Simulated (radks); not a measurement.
# K with its nuclear charge varied continuously

The task here is to estimate one member of a computed series from the others.

Program: radks (a radial shooting solver on a logarithmic mesh, Libxc functionals) version 1. Level of theory: scalar-relativistic Kohn-Sham, PBE, spin-unpolarised, spherical densities, finite nucleus. These are calculated values, not measurements, unless marked.

**What is computed**

```
element            : potassium (Z = 19)
charge             : 0
electrons          : 19
configuration      : [Ar] 4s1
nuclear rms radius : 3.4349 fm
```

Outer shells as boxes (Hund's rule):

K
```
[Ar] core
4s [↑ ]
```

Set-up of the first run:

Settings of this run:

```text
Z 19
configuration [Ar] 4s1
relativity scalar-relativistic
functional pbe,pbe
spin unpolarised
nucleus finite rms 3.4349 fm
c 137.035999084
```

Steps of the session up to this table: Z = 19.

One table of the session follows, with a row left open; its other results are not shown here.

It belongs to the step «Z = 19». Radial moments (bohr):

```
level      <r>  outermost maximum (interpolated)  90 % within  nodes
   1s  0.08105                            0.0530        0.145      0
   2s   0.3876                             0.318        0.604      1
   2p   0.3506                             0.263        0.579      0
   3s    1.269                              1.08         1.91      2
   3p    1.435                              1.16         2.24      1
   4s        ?                                 ?            ?      ?
```

Estimate the missing values for 4s.

The run gave: <r>: 5.007; outermost maximum (interpolated): 4.17; 90 % within: 7.61; nodes: 3. In the column «<r>» it is the highest.

Caveats from the session: At Z = 19 the central difference of E is -75.445 hartree, against -75.414 from the Hellmann-Feynman theorem; the scalar-relativistic energy here is not variational, so the two differ by a part that grows with Z.
